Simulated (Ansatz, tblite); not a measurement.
**Ga13N13 zinc blende bond sphere (Ga13N13H30): one state, many levels**

An exercise on one series of results from a longer session: the logs are not shown, and one member is left open.

Program: Ansatz 0.2.0, Gaussian basis. Level of theory: as each input shows. These are calculated values, not measurements.

Plan: GFN1-xTB, GFN2-xTB, PBE-D4/def2-TZVP, r2SCAN-D4/def2-TZVP, PBE-D4/def2-SVP, PBE0-D4/def2-SVP.

1 further run of the same task is left out (set aside as unsound or not needed).

## The structure

The geometry is that of the singlet, from an earlier relaxation (r2SCAN-D4/def2-SVP).

56 atoms, charge 0, spin multiplicity 1.

Bond lengths: Ga1–N14 1.982 Å, Ga1–N15 1.982 Å, Ga1–N17 1.965 Å, Ga1–H27 1.561 Å, Ga2–N14 1.921 Å, Ga2–N16 2.006 Å, Ga2–N18 1.975 Å, Ga2–H28 1.563 Å, Ga3–N14 2.017 Å, Ga3–N19 2.017 Å, Ga3–H29 1.568 Å, Ga3–H30 1.578 Å, Ga4–N17 1.965 Å, Ga4–N19 1.982 Å, Ga4–N20 1.982 Å, Ga4–H31 1.561 Å, Ga5–N18 1.975 Å, Ga5–N19 1.921 Å and more. Angles: N14–Ga1–N15 106.9°, N14–Ga1–N17 104.9°, N14–Ga1–H27 111.4°, N15–Ga1–N17 104.9°, N15–Ga1–H27 111.4°, N17–Ga1–H27 116.5°, N14–Ga2–N16 105.9°, N14–Ga2–N18 102.9°, N14–Ga2–H28 120.6°, N16–Ga2–N18 104.0°, N16–Ga2–H28 107.9°, N18–Ga2–H28 114.1°, N14–Ga3–N19 99.2°, N14–Ga3–H29 109.2°, N14–Ga3–H30 107.1°, N19–Ga3–H29 109.2°, N19–Ga3–H30 107.1°, H29–Ga3–H30 122.5° and more.

PBE0-D4/def2-TZVP was run before; its log isn't repeated, and its numbers join the tables.

The first run:

Tight binding, by tblite at 300 K electronic temperature and without a spin-polarisation term:

```python
tblite.interface.Calculator('GFN1-xTB', numbers, positions, charge=0, uhf=0).singlepoint()
```

Tight binding, by tblite at 300 K electronic temperature and without a spin-polarisation term:

```python
tblite.interface.Calculator('GFN2-xTB', numbers, positions, charge=0, uhf=0).singlepoint()
```

start.molden holds the orbitals of an earlier run on this state, given as this run's starting guess.

in.yaml reads:

```yaml
crystal:
  periodic: [false, false, false]
  atoms:
    - {symbol: Ga, position_ang: [-1.736598, -1.734436, -0.505759]}
    - {symbol: Ga, position_ang: [-1.784615, 0.655868, -2.874549]}
    - {symbol: Ga, position_ang: [-4.053090, 0.595501, -0.590396]}
    - {symbol: Ga, position_ang: [-1.733604, 0.508718, 1.736593]}
    - {symbol: Ga, position_ang: [-1.781802, 2.876293, -0.655079]}
    - {symbol: Ga, position_ang: [0.652621, -1.784075, -2.875532]}
    - {symbol: Ga, position_ang: [0.590489, -4.053569, -0.592427]}
    - {symbol: Ga, position_ang: [0.508057, -1.735038, 1.735105]}
    - {symbol: Ga, position_ang: [2.874329, -1.784335, -0.657549]}
    - {symbol: Ga, position_ang: [0.519691, 0.519421, -0.520306]}
    - {symbol: Ga, position_ang: [0.658283, 2.875730, 1.781964]}
    - {symbol: Ga, position_ang: [2.877283, 0.655022, 1.780303]}
    - {symbol: Ga, position_ang: [0.596860, 0.593478, 4.052542]}
    - {symbol: N, position_ang: [-2.748120, -0.494378, -1.675108]}
    - {symbol: N, position_ang: [-0.498256, -2.746796, -1.676038]}
    - {symbol: N, position_ang: [-0.539950, -0.537736, -3.899674]}
    - {symbol: N, position_ang: [-0.576804, -0.576556, 0.577550]}
    - {symbol: N, position_ang: [-0.593924, 1.661495, -1.661674]}
    - {symbol: N, position_ang: [-2.745163, 1.678798, 0.497353]}
    - {symbol: N, position_ang: [-0.492452, 1.677875, 2.746864]}
    - {symbol: N, position_ang: [-0.534259, 3.900598, 0.536218]}
    - {symbol: N, position_ang: [1.660037, -0.594750, -1.662805]}
    - {symbol: N, position_ang: [1.676468, -2.747369, 0.494790]}
    - {symbol: N, position_ang: [1.679459, -0.495763, 2.745235]}
    - {symbol: N, position_ang: [3.900375, -0.537869, 0.533309]}
    - {symbol: N, position_ang: [1.662709, 1.661193, 0.591869]}
    - {symbol: H, position_ang: [-2.692865, -2.689397, 0.274706]}
    - {symbol: H, position_ang: [-2.548853, 1.550367, -3.903993]}
    - {symbol: H, position_ang: [-4.851979, -0.357530, 0.363877]}
    - {symbol: H, position_ang: [-4.766882, 1.591216, -1.585303]}
    - {symbol: H, position_ang: [-2.689535, -0.270150, 2.693196]}
    - {symbol: H, position_ang: [-2.546155, 3.906097, -1.549056]}
    - {symbol: H, position_ang: [1.546121, -2.549228, -3.905158]}
    - {symbol: H, position_ang: [-0.363083, -4.850613, 0.362851]}
    - {symbol: H, position_ang: [1.584136, -4.769204, -1.588035]}
    - {symbol: H, position_ang: [-0.271282, -2.690321, 2.691975]}
    - {symbol: H, position_ang: [3.902833, -2.549124, -1.552669]}
    - {symbol: H, position_ang: [1.553920, 3.904771, 2.545412]}
    - {symbol: H, position_ang: [3.907757, 1.549313, 2.543397]}
    - {symbol: H, position_ang: [-0.356818, -0.359986, 4.851615]}
    - {symbol: H, position_ang: [1.593043, 1.588080, 4.766056]}
    - {symbol: H, position_ang: [-3.374062, -1.088208, -2.232390]}
    - {symbol: H, position_ang: [-1.092930, -3.371811, -2.233469]}
    - {symbol: H, position_ang: [-1.113847, -1.110712, -4.527247]}
    - {symbol: H, position_ang: [0.023534, 0.025412, -4.544029]}
    - {symbol: H, position_ang: [-0.002409, 2.253996, -2.255177]}
    - {symbol: H, position_ang: [-3.369517, 2.237366, 1.091649]}
    - {symbol: H, position_ang: [-1.085666, 2.236146, 3.372517]}
    - {symbol: H, position_ang: [-1.106534, 4.529730, 1.109099]}
    - {symbol: H, position_ang: [0.029753, 4.543431, -0.028146]}
    - {symbol: H, position_ang: [2.252671, -0.003537, -2.256480]}
    - {symbol: H, position_ang: [2.234715, -3.372531, 1.088546]}
    - {symbol: H, position_ang: [2.237911, -1.089949, 3.369794]}
    - {symbol: H, position_ang: [4.529644, -1.110521, 1.105664]}
    - {symbol: H, position_ang: [4.543048, 0.025758, -0.031617]}
    - {symbol: H, position_ang: [2.255302, 2.253858, -0.000394]}
basis:
  gaussian: {orbitals: def2-TZVP, fitting: {mean_field: def2-universal-jkfit}, initial_orbitals: start.molden}
hamiltonian: {xc: pbe, dispersion: d4}
scf: {omitted_lower_state_checks: [starts]}
output: {orbitals: {seedname: orbitals}}
```

The run is started by

```bash
> ansatz run in.yaml --threads 11 --pin off --events-out ev --progress --plain --max-ram 110592MiB --backend cuda --devices 0, --max-vram 75GiB
```

Steps of the session up to this table: PBE-D4/def2-TZVP; r2SCAN-D4/def2-TZVP; PBE-D4/def2-SVP; PBE0-D4/def2-SVP.

One table of the session follows, with a row left open; its other results are not shown here.

It belongs to the step «Binding energy». 

```
              level  binding an atom (eV)
    PBE-D4/def2-SVP                     ?
   PBE-D4/def2-TZVP                 3.388
r2SCAN-D4/def2-TZVP                 3.354
   PBE0-D4/def2-SVP                 3.379
  PBE0-D4/def2-TZVP                 3.343
```

Q: Estimate the row for PBE-D4/def2-SVP from the others.

As computed: binding an atom (eV): 3.425. In the column «binding an atom (eV)» it is the highest.

Limits of these values: Free atoms were run apart at each level; binding is atoms less cluster, divided by the number of atoms, without zero-point or spin-orbit terms.
